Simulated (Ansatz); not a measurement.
# GaH6N3: molecular dynamics

The plan is to follow the molecule's vibrations and see whether its bonds hold. The start is relaxed first. Runs: 40 steps of 3 fs under a Langevin thermostat at 100 K; 150 steps of 0.25 fs at constant energy, with velocities drawn for 500 K.

All numbers below are computed with Ansatz 0.2.0 (RKS r2SCAN-D4/def2-SVP).

## 1. Starting point

Bond lengths: Ga1–N2 1.930 Å, N2–H3 1.060 Å, N2–H4 1.060 Å, Ga1–N5 1.930 Å, N5–H6 1.060 Å, N5–H7 1.060 Å, Ga1–N8 1.930 Å, N8–H9 1.060 Å, N8–H10 1.060 Å. Angles: Ga1–N2–H3 120.0°, Ga1–N2–H4 120.0°, H3–N2–H4 120.0°, N2–Ga1–N5 120.0°, N2–Ga1–N8 120.0°, N5–Ga1–N8 120.0°, Ga1–N5–H6 120.0°, Ga1–N5–H7 120.0°, H6–N5–H7 120.0°, Ga1–N8–H9 120.0°, Ga1–N8–H10 120.0°, H9–N8–H10 120.0°.

Structure file:

```xyz
10

Ga    0.0000    0.0000    0.0000
N     0.0000    0.0000    1.9300
H    -0.8770   -0.2713    2.4600
H     0.8770    0.2713    2.4600
N     1.6714    0.0000   -0.9650
H     2.1380   -0.9179   -1.2168
H     2.1227    0.9179   -1.2432
N    -1.6714    0.0000   -0.9650
H    -2.3403   -0.8164   -0.8664
H    -1.9204    0.8164   -1.5936
```

## 2. Relaxing the start

input.yaml

```yaml
crystal:
  periodic: [false, false, false]
  atoms:
    - { symbol: Ga, position_ang: [0.0, 0.0, 0.0] }
    - { symbol: "N", position_ang: [0.0, 0.0, 1.93] }
    - { symbol: H, position_ang: [-0.877, -0.2713, 2.46] }
    - { symbol: H, position_ang: [0.877, 0.2713, 2.46] }
    - { symbol: "N", position_ang: [1.6714, 0.0, -0.965] }
    - { symbol: H, position_ang: [2.138, -0.9179, -1.2168] }
    - { symbol: H, position_ang: [2.1227, 0.9179, -1.2432] }
    - { symbol: "N", position_ang: [-1.6714, 0.0, -0.965] }
    - { symbol: H, position_ang: [-2.3403, -0.8164, -0.8664] }
    - { symbol: H, position_ang: [-1.9204, 0.8164, -1.5936] }
basis:
  gaussian: { orbitals: def2-SVP }
hamiltonian:
  xc: r2scan
  dispersion: d4
relax:
  f_tol: 0.02
  max_steps: 40
```

Run with:

```bash
> ansatz run input.yaml --threads 2 --pin off --max-ram 3072MiB --backend cpu --events-out ev --progress --plain --runs-dir out
```

The log of the run, cut to the lines that bear on the results:

```text
Warning: RAYON_NUM_THREADS=2 ignored (pool sized by the plan → 2); use --threads N
[...]
Functional definition: r2SCAN
[...]
1219 factors; their error is unknown
[...]
mean field -56933.04767342 eV, -2092.2509113923 hartree, gradient 2.8e-5 eV, S^2 0.000000; 0 other end points of the search recorded, 0 dependent functions left out
[...]
reference -56933.04768545 eV, -2092.2509118345 hartree; 29, 29 occupied and 75, 75 virtual orbitals, 1219 factors
relax step   1: F+E_penalty+E_count = -56933.08926111 eV  Δ(F+E_penalty+E_count) = +0.000e0 eV  max|allowed force component| = 1.988e0 eV/Å  Δτ_max = 0.0000 Å  (28 SCF iters, accepted)
[...]
relax step   4: F+E_penalty+E_count = -56934.18109721 eV  Δ(F+E_penalty+E_count) = -1.300e-1 eV  max|allowed force component| = 5.106e-1 eV/Å  Δτ_max = 0.2000 Å  (34 SCF iters, accepted)
[...]
relax step   7: F+E_penalty+E_count = -56934.35995941 eV  Δ(F+E_penalty+E_count) = -4.320e-2 eV  max|allowed force component| = 2.717e-1 eV/Å  Δτ_max = 0.2000 Å  (29 SCF iters, accepted)
[...]
relax step  10: F+E_penalty+E_count = -56934.43522425 eV  Δ(F+E_penalty+E_count) = -7.410e-3 eV  max|allowed force component| = 2.737e-2 eV/Å  Δτ_max = 0.1128 Å  (28 SCF iters, accepted)
[...]
relax step  12: F+E_penalty+E_count = -56934.43729946 eV  Δ(F+E_penalty+E_count) = -1.744e-3 eV  max|allowed force component| = 6.388e-2 eV/Å  Δτ_max = 0.0134 Å  (29 SCF iters, accepted)
[...]
relax step  13: F+E_penalty+E_count = -56934.43774457 eV  Δ(F+E_penalty+E_count) = -4.451e-4 eV  max|allowed force component| = 1.416e-2 eV/Å  Δτ_max = 0.0268 Å  (30 SCF iters, accepted)
1219 factors; their error is unknown
mean field -56934.39412035 eV, -2092.3003924046 hartree, gradient 1.7e-5 eV, S^2 0.000000; 1 other end points of the search recorded, 0 dependent functions left out
[...]
reference -56934.39413153 eV, -2092.3003928154 hartree; 29, 29 occupied and 75, 75 virtual orbitals, 1219 factors
Total energy: -56934.43775575 eV, -2092.3019959758 hartree
Atom 0 at     0.004011    -0.014510     0.001173 Å, force    -0.011228    -0.000553    -0.006832 eV/Å
Atom 1 at    -0.019755     0.213629     1.810473 Å, force     0.014156     0.001008     0.007463 eV/Å
Atom 2 at    -0.828975    -0.082633     2.347094 Å, force    -0.000228    -0.002930    -0.004835 eV/Å
Atom 3 at     0.823742     0.043312     2.349266 Å, force    -0.002702     0.003438     0.002258 eV/Å
Atom 4 at     1.592083    -0.017321    -0.893024 Å, force     0.007718     0.002992     0.002145 eV/Å
Atom 5 at     1.620037     0.117769    -1.898384 Å, force    -0.005541    -0.000033     0.003931 eV/Å
Atom 6 at     2.417067     0.394210    -0.468979 Å, force     0.001567    -0.002621     0.001463 eV/Å
Atom 7 at    -1.549760    -0.335429    -0.894918 Å, force    -0.000523    -0.002435    -0.004955 eV/Å
Atom 8 at    -2.444875    -0.142804    -0.457788 Å, force    -0.001136     0.002323     0.001394 eV/Å
Atom 9 at    -1.613575    -0.176221    -1.894912 Å, force    -0.002084    -0.001189    -0.002032 eV/Å
Dipole moment:    -0.020797     0.131326    -0.026705 e Å
```

Run time: 15 s. Hardware: 2 threads of AMD EPYC 9B45 (Zen 5), shared host; peak memory 0.19 GiB.

The steps of the relaxation:

```tsv
step	energy from step 1 (eV)	largest force component (eV/Å)
1	0.0000	1.9883
2	-0.7379	1.0156
3	-0.9618	0.8064
4	-1.0918	0.5106
5	-1.1773	0.3875
6	-1.2275	0.3144
7	-1.2707	0.2717
8	-1.3109	0.2120
9	-1.3386	0.1677
10	-1.3460	0.0274
11	-1.3463	0.2133
12	-1.3480	0.0639
13	-1.3485	0.0142
```

Step 1 is the start.

After: Bond lengths: Ga1–N2 1.824 Å, N2–H3 1.015 Å, N2–H4 1.015 Å, Ga1–N5 1.823 Å, N5–H6 1.015 Å, N5–H7 1.015 Å, Ga1–N8 1.822 Å, N8–H9 1.015 Å, N8–H10 1.015 Å. Angles: Ga1–N2–H3 119.9°, Ga1–N2–H4 119.6°, H3–N2–H4 109.4°, N2–Ga1–N5 119.9°, N2–Ga1–N8 119.9°, N5–Ga1–N8 120.1°, Ga1–N5–H6 120.7°, Ga1–N5–H7 120.2°, H6–N5–H7 109.7°, Ga1–N8–H9 120.5°, Ga1–N8–H10 120.7°, H9–N8–H10 109.8°.

## 3. Run 1

40 steps of 3 fs under a Langevin thermostat at 100 K, from the relaxed start.

input.yaml

```yaml
crystal:
  periodic: [false, false, false]
  atoms:
    - { symbol: Ga, position_ang: [0.004011, -0.01451, 0.001173] }
    - { symbol: "N", position_ang: [-0.019755, 0.213629, 1.810473] }
    - { symbol: H, position_ang: [-0.828975, -0.082633, 2.347094] }
    - { symbol: H, position_ang: [0.823742, 0.043312, 2.349266] }
    - { symbol: "N", position_ang: [1.592083, -0.017321, -0.893024] }
    - { symbol: H, position_ang: [1.620037, 0.117769, -1.898384] }
    - { symbol: H, position_ang: [2.417067, 0.39421, -0.468979] }
    - { symbol: "N", position_ang: [-1.54976, -0.335429, -0.894918] }
    - { symbol: H, position_ang: [-2.444875, -0.142804, -0.457788] }
    - { symbol: H, position_ang: [-1.613575, -0.176221, -1.894912] }
basis:
  gaussian: { orbitals: def2-SVP }
hamiltonian:
  xc: r2scan
  dispersion: d4
md:
  timestep: 3.0
  n_steps: 40
  ensemble: nvt_langevin
  temperature: 100.0
  initial_velocities: maxwell_boltzmann
  seed: 109178
  friction: 0.05
```

Run with:

```bash
> ansatz run input.yaml --threads 2 --pin off --max-ram 3072MiB --backend cpu --events-out ev --progress --plain --runs-dir out
```

The log of the run, cut to the lines that bear on the results:

```text
Warning: RAYON_NUM_THREADS=2 ignored (pool sized by the plan → 2); use --threads N
[...]
[... 1 set-up line as earlier in the session ...]
[...]
1219 factors; their error is unknown
[...]
mean field -56934.39411734 eV, -2092.3003922937 hartree, gradient 1.9e-5 eV, S^2 0.000000; 0 other end points of the search recorded, 0 dependent functions left out
[...]
reference -56934.39412852 eV, -2092.3003927047 hartree; 29, 29 occupied and 75, 75 virtual orbitals, 1219 factors
md step     0: t =     0.00 fs  T =    90.0 K  F+E_penalty+E_count = -56934.43774155 eV  E_kin = 0.116334 eV  (27 SCF iters)
[...]
md step    10: t =    30.00 fs  T =  6430.6 K  F+E_penalty+E_count = -56930.84830305 eV  E_kin = 8.312251 eV  (36 SCF iters, 5 dispersion substeps)
[...]
md step    20: t =    60.00 fs  T = 12683.1 K  F+E_penalty+E_count = -56919.17605974 eV  E_kin = 16.394209 eV  (42 SCF iters, 25 dispersion substeps)
[...]
Total energy: -56916.98379012 eV, -2091.6605745696 hartree
Atom 0 at     0.198113    -0.145269    -0.121799 Å, force     0.448599    -0.914388    -0.657506 eV/Å
Atom 1 at    -0.285421    -0.162593     1.921845 Å, force    -0.800962     2.963060     3.969010 eV/Å
Atom 2 at    -1.153508     0.212268     2.511863 Å, force     2.365612    -0.556415    -0.866493 eV/Å
Atom 3 at     0.851708    -0.122257     3.045626 Å, force    -1.872079    -0.553804    -2.018476 eV/Å
Atom 4 at     1.673092     0.451280    -1.018579 Å, force     0.804767     3.882607     0.995747 eV/Å
Atom 5 at     1.785871     0.260505    -2.026971 Å, force    -0.392176     0.354531     0.219561 eV/Å
Atom 6 at     2.037683     2.117606    -0.886057 Å, force    -0.944072    -4.109013    -0.459833 eV/Å
Atom 7 at    -0.659386    -1.173260     1.179058 Å, force     0.389605    -1.066313    -1.181831 eV/Å
Atom 8 at   -14.806111     8.050488     6.832119 Å, force     0.000660    -0.000241    -0.000254 eV/Å
Atom 9 at   -13.285084     8.520003   -37.441272 Å, force     0.000045    -0.000023     0.000075 eV/Å
Dipole moment:     2.459225    -0.834486     2.226295 e Å
```

Run time: 54 s. Hardware: 2 threads of AMD EPYC 9B45 (Zen 5), shared host; peak memory 0.23 GiB.

## 4. Frames and traces

One step in 3; energies are changes from step 0:

```tsv
time (fs)	T (K)	potential energy change (meV/atom)
0.0	90	0.0
9.0	80	42.9
18.0	161	105.3
27.0	418	119.9
36.0	141718	1545.3
45.0	58862	1395.4
54.0	23541	1495.4
63.0	9358	1522.3
72.0	3945	1478.2
81.0	2274	1339.7
90.0	1008	1343.2
99.0	1062	1306.6
108.0	721	1557.4
117.0	1141	1672.1
120.0	1888	1745.4
```

time (fs), T (K) and a bar:
```
      0.0         90 
      6.0         79 
      9.0         80 
     15.0        101 
     21.0        249 
     27.0        418 
     30.0       6431 #
     36.0     141718 ##############################
     42.0      78303 #################
     48.0      43497 #########
     51.0      31913 #######
     57.0      17289 ####
     63.0       9358 ##
     69.0       5082 #
     72.0       3945 #
     78.0       2729 #
     84.0       1863 
     90.0       1008 
     93.0        791 
     99.0       1062 
    105.0        609 
    111.0       1022 
    114.0       1600 
    120.0       1888
```

Bonds that form or break, judged by distance (formed within 1.15 times the sum of covalent radii and held on average over 12 fs, broken when stretched by half; pairs already stretched at the start don't count as bonds):

```tsv
time (fs)	bond	event
33.0	N8–H9	breaks
36.0	N8–H10	breaks
105.0	N2–H4	breaks
108.0	N2–N8	forms
120.0	N5–H7	breaks
```

Reading of run 1. The run blows up, reaching 141718 K, so it describes no real motion.

## 5. Run 2

150 steps of 0.25 fs at constant energy, with velocities drawn for 500 K, from the relaxed start.

input.yaml: that of step 3 with these lines changed.

```diff
@@ -19,8 +19,7 @@
 md:
-  timestep: 3.0
-  n_steps: 40
-  ensemble: nvt_langevin
-  temperature: 100.0
+  timestep: 0.25
+  n_steps: 150
+  ensemble: nve
+  temperature: 500.0
   initial_velocities: maxwell_boltzmann
-  seed: 109178
-  friction: 0.05
+  seed: 470482
```

Run with:

```bash
> ansatz run input.yaml --threads 2 --pin off --max-ram 3072MiB --backend cpu --events-out ev --progress --plain --runs-dir out
```

The log of the run, cut to the lines that bear on the results:

```text
Warning: RAYON_NUM_THREADS=2 ignored (pool sized by the plan → 2); use --threads N
[...]
[... 1 set-up line as earlier in the session ...]
[...]
1219 factors; their error is unknown
[...]
mean field -56934.39411734 eV, -2092.3003922937 hartree, gradient 1.9e-5 eV, S^2 0.000000; 0 other end points of the search recorded, 0 dependent functions left out
[...]
reference -56934.39412852 eV, -2092.3003927047 hartree; 29, 29 occupied and 75, 75 virtual orbitals, 1219 factors
md step     0: t =     0.00 fs  T =   500.0 K  F+E_penalty+E_count = -56934.43774155 eV  E_kin = 0.517040 eV  conserved = -56933.92070156 eV  (27 SCF iters)
[...]
md step    18: t =     4.50 fs  T =   391.3 K  F+E_penalty+E_count = -56934.32515428 eV  E_kin = 0.404594 eV  conserved = -56933.92056077 eV  (31 SCF iters)
[...]
md step    36: t =     9.00 fs  T =   371.7 K  F+E_penalty+E_count = -56934.30501626 eV  E_kin = 0.384373 eV  conserved = -56933.92064372 eV  (29 SCF iters)
[...]
md step    54: t =    13.50 fs  T =   291.0 K  F+E_penalty+E_count = -56934.22143121 eV  E_kin = 0.300870 eV  conserved = -56933.92056142 eV  (31 SCF iters)
[...]
md step    72: t =    18.00 fs  T =   260.3 K  F+E_penalty+E_count = -56934.18964801 eV  E_kin = 0.269154 eV  conserved = -56933.92049391 eV  (31 SCF iters)
md step    73: t =    18.25 fs  T =   274.4 K  F+E_penalty+E_count = -56934.20433609 eV  E_kin = 0.283772 eV  conserved = -56933.92056435 eV  (31 SCF iters)
md step    74: t =    18.50 fs  T =   284.7 K  F+E_penalty+E_count = -56934.21499312 eV  E_kin = 0.294389 eV  conserved = -56933.92060365 eV  (29 SCF iters)
```

## 6. The log goes on: dynamics from the start

Output, continued, cut to the lines that bear on the results:

```text
md step    75: t =    18.75 fs  T =   290.5 K  F+E_penalty+E_count = -56934.22100101 eV  E_kin = 0.300395 eV  conserved = -56933.92060645 eV  (31 SCF iters)
[...]
md step    94: t =    23.50 fs  T =   309.6 K  F+E_penalty+E_count = -56934.24066193 eV  E_kin = 0.320133 eV  conserved = -56933.92052873 eV  (31 SCF iters)
[...]
md step   113: t =    28.25 fs  T =   245.1 K  F+E_penalty+E_count = -56934.17393394 eV  E_kin = 0.253407 eV  conserved = -56933.92052716 eV  (31 SCF iters)
[...]
md step   132: t =    33.00 fs  T =   273.9 K  F+E_penalty+E_count = -56934.20368002 eV  E_kin = 0.283195 eV  conserved = -56933.92048506 eV  (31 SCF iters)
[...]
md step   149: t =    37.25 fs  T =   187.1 K  F+E_penalty+E_count = -56934.11401340 eV  E_kin = 0.193518 eV  conserved = -56933.92049515 eV  (31 SCF iters)
[...]
Atom 0 at     0.011299    -0.054636    -0.051819 Å, force    -0.539036    -0.048251     0.184993 eV/Å
Atom 1 at    -0.010574     0.232471     1.742600 Å, force    -0.241805     0.334015    -0.702840 eV/Å
Atom 2 at    -0.920921     0.155870     2.182184 Å, force     0.312803    -0.144850     0.515015 eV/Å
Atom 3 at     0.790948    -0.085954     2.255468 Å, force     0.015013    -0.157069     0.772221 eV/Å
Atom 4 at     1.650338     0.125360    -0.801897 Å, force     0.057297     1.142936     1.195119 eV/Å
Atom 5 at     2.175694    -0.538738    -1.319558 Å, force     0.408457    -0.770768    -0.646254 eV/Å
Atom 6 at     2.218101     0.451760     0.001252 Å, force     0.024849    -0.245059    -0.754629 eV/Å
Atom 7 at    -1.648963    -0.287325    -0.743557 Å, force    -0.734154     0.257150    -0.768778 eV/Å
Atom 8 at    -2.490385    -0.027294    -0.228976 Å, force     0.341279    -0.174886     0.499128 eV/Å
Atom 9 at    -1.862700     0.060558    -1.675037 Å, force     0.355295    -0.193219    -0.293975 eV/Å
Dipole moment:     0.015786    -0.110572     0.094570 e Å
```

It took 2.8 min on 2 threads of AMD EPYC 9B45 (Zen 5), shared host; peak memory 0.18 GiB.

## 7. What the atoms did

One step in 8; energies are changes from step 0:

```tsv
time (fs)	T (K)	potential energy change (meV/atom)	total energy change (meV/atom)
0.0	500	0.0	0.00
2.0	393	11.1	0.07
4.0	400	10.3	0.02
6.0	300	20.8	0.06
8.0	318	18.9	0.04
10.0	354	15.1	0.02
12.0	270	23.9	0.06
14.0	277	23.1	0.02
16.0	166	34.6	0.07
18.0	260	24.8	0.02
20.0	269	23.9	0.05
22.0	307	20.0	0.03
24.0	281	22.7	0.03
26.0	193	31.8	0.06
28.0	247	26.1	0.01
30.0	208	30.3	0.06
32.0	286	22.1	0.01
34.0	221	28.9	0.05
36.0	181	33.0	0.04
37.5	181	33.0	0.02
```

time (fs), T (K) and a bar:
```
      0.0        500 ##############################
      1.8        406 ######################
      3.2        391 ####################
      5.0        367 ##################
      6.5        277 ##########
      8.2        335 ###############
      9.8        366 ##################
     11.5        271 ##########
     13.0        290 ###########
     14.8        232 ######
     16.2        165 
     18.0        260 #########
     19.5        284 ###########
     21.2        275 ##########
     22.8        326 ##############
     24.5        247 #######
     26.0        193 ###
     27.8        246 #######
     29.2        215 #####
     31.0        245 #######
     32.5        287 ###########
     34.2        207 ####
     35.8        178 #
     37.5        181 #
```

## 8. Snapshots as a file

Positions (Å) and forces (eV/Å):

```xyz
10
time_fs=4.8 T=381 dE=0.1234
Ga    0.002   -0.021   -0.008    0.401   -0.033   -0.052
N    -0.015    0.223    1.809   -0.102   -0.328    0.844
H    -0.797   -0.082    2.392   -0.315    0.174   -0.523
H     0.771   -0.027    2.412    0.320    0.194   -0.589
N     1.623    0.014   -0.864   -0.292   -0.183   -0.929
H     1.669   -0.064   -1.894   -0.063    0.085    0.800
H     2.478    0.434   -0.522   -0.069    0.021    0.188
N    -1.581   -0.339   -0.890    0.360    0.057    0.528
H    -2.368   -0.039   -0.308   -0.041   -0.091   -0.661
H    -1.685   -0.139   -1.886   -0.199    0.104    0.395
10
time_fs=9.5 T=373 dE=0.1309
Ga    0.001   -0.028   -0.018    0.702    0.137    0.176
N    -0.012    0.229    1.817   -0.368   -0.204   -0.104
H    -0.837   -0.053    2.350    0.027    0.121   -0.238
H     0.786   -0.066    2.373    0.186    0.051   -0.214
N     1.649    0.041   -0.843   -0.531   -0.093    0.188
H     1.709   -0.216   -1.815    0.080   -0.013   -0.358
H     2.518    0.473   -0.540   -0.293   -0.066    0.192
N    -1.605   -0.341   -0.876    0.533   -0.021    0.622
H    -2.321    0.050   -0.272   -0.425   -0.042   -0.163
H    -1.788   -0.079   -1.837    0.088    0.130   -0.101
10
time_fs=14.0 T=277 dE=0.2309
Ga    0.002   -0.033   -0.027    0.699    0.397    0.457
N    -0.012    0.232    1.822   -0.116   -0.036   -1.078
H    -0.890   -0.013    2.283    0.495   -0.079    0.261
H     0.834   -0.091    2.296   -0.516   -0.010    0.168
N     1.665    0.066   -0.824   -1.059   -0.784   -0.925
H     1.762   -0.364   -1.756    0.143    0.468    0.627
H     2.517    0.505   -0.515    0.099    0.059    0.228
N    -1.622   -0.343   -0.855   -0.420    0.572    0.071
H    -2.337    0.118   -0.280    0.057   -0.360    0.141
H    -1.868   -0.001   -1.790    0.617   -0.228    0.049
10
time_fs=18.8 T=290 dE=0.2167
Ga    0.005   -0.038   -0.035    0.317    0.396    0.571
N    -0.013    0.236    1.809   -0.263    0.171   -1.317
H    -0.887    0.008    2.274    0.273   -0.139    0.327
H     0.815   -0.129    2.258   -0.047   -0.151    0.499
N     1.668    0.083   -0.811   -0.528    0.035    0.228
H     1.849   -0.446   -1.646    0.266   -0.061   -0.431
H     2.508    0.537   -0.450   -0.414   -0.246    0.029
N    -1.645   -0.338   -0.830    0.047    0.402    0.062
H    -2.356    0.123   -0.260   -0.039   -0.247    0.263
H    -1.839    0.044   -1.754    0.387   -0.160   -0.232
10
time_fs=23.5 T=310 dE=0.1971
Ga    0.009   -0.042   -0.041   -0.289    0.041    0.454
N    -0.016    0.242    1.780    0.251   -0.455    0.551
H    -0.845    0.002    2.329   -0.024    0.154   -0.304
H     0.765   -0.180    2.299   -0.146    0.327   -0.300
N     1.661    0.097   -0.800   -0.155   -0.975   -1.315
H     1.987   -0.520   -1.570   -0.387    0.704    0.688
H     2.450    0.540   -0.361    0.205    0.120    0.372
N    -1.666   -0.327   -0.804    0.914    0.198   -0.247
H    -2.382    0.075   -0.197   -0.052   -0.007   -0.309
H    -1.732    0.057   -1.755   -0.316   -0.107    0.410
10
time_fs=28.0 T=247 dE=0.2614
Ga    0.012   -0.046   -0.045   -0.734   -0.184    0.334
N    -0.016    0.242    1.756   -0.047   -0.193    0.836
H    -0.819    0.020    2.339   -0.554    0.233   -0.399
H     0.717   -0.185    2.306    0.773    0.072   -0.088
N     1.653    0.103   -0.799    0.409    0.624    0.434
H     2.074   -0.519   -1.462    0.079   -0.333   -0.493
H     2.391    0.540   -0.229   -0.488   -0.320   -0.246
N    -1.673   -0.314   -0.781    1.209   -0.094    0.014
H    -2.421    0.031   -0.181   -0.011    0.108   -0.358
H    -1.691    0.061   -1.724   -0.635    0.086   -0.033
10
time_fs=32.8 T=282 dE=0.2253
Ga    0.013   -0.050   -0.049   -0.872   -0.180    0.215
N    -0.015    0.239    1.744    0.311   -0.268    0.901
H    -0.879    0.081    2.271    0.272    0.065   -0.183
H     0.770   -0.156    2.278   -0.394    0.291   -0.123
N     1.648    0.115   -0.798    0.543   -0.625   -1.003
H     2.165   -0.552   -1.402   -0.685    0.633    0.522
H     2.276    0.500   -0.110    0.502    0.097    0.202
N    -1.663   -0.302   -0.756    0.281    0.275   -0.926
H    -2.473    0.004   -0.222    0.147   -0.024    0.172
H    -1.767    0.080   -1.703   -0.105   -0.265    0.224
10
time_fs=37.5 T=181 dE=0.3297
Ga    0.011   -0.055   -0.052   -0.539   -0.048    0.185
N    -0.011    0.233    1.743   -0.242    0.334   -0.703
H    -0.921    0.156    2.182    0.313   -0.145    0.515
H     0.791   -0.086    2.256    0.015   -0.157    0.772
N     1.650    0.125   -0.802    0.057    1.143    1.195
H     2.176   -0.539   -1.320    0.408   -0.771   -0.646
H     2.218    0.452    0.001    0.025   -0.245   -0.755
N    -1.649   -0.287   -0.744   -0.734    0.257   -0.769
H    -2.490   -0.027   -0.229    0.341   -0.175    0.499
H    -1.863    0.061   -1.675    0.355   -0.193   -0.294
```

On run 2: The temperature starts at 500 K and averages 243 K in the second half, where it ranges from 176 to 326 K; a mean near half the start is what vibrations about a minimum give, since they share energy equally between motion and strain. The total energy strays from its start by at most 0.07 meV/atom, 0.3 % of the mean kinetic energy, which is good for a step of 0.25 fs. No bond forms or breaks.

## 9. Results

| quantity | value |
| --- | --- |
| relaxation of the start | 12 moves, 1.348 eV lower |
| run 1: length | 40 steps of 3 fs |
| run 1: temperature, first and last step | 90 and 1888 K |
| run 1: temperature, second half | mean 2944 K, from 609 to 12683 K |
| run 1: potential energy, second half | +1455 meV/atom from this run's first step |
| run 1: bonds formed or broken | 5 |
| run 2: length | 150 steps of 0.25 fs |
| run 2: temperature, first and last step | 500 and 181 K |
| run 2: temperature, second half | mean 243 K, from 176 to 326 K |
| run 2: potential energy, second half | +27 meV/atom from this run's first step |
| run 2: largest change of the total energy | 0.07 meV/atom |
| run 2: bonds formed or broken | 0 |

In words: Mean temperatures of the second halves: none that means anything (unstable run), 243 K. Bonds changed in run 1 (an artefact of the unstable or too long step). 38 fs on 10 atoms is far too short and small for converged averages. The nuclei move classically, without zero-point motion, which matters most for hydrogen.
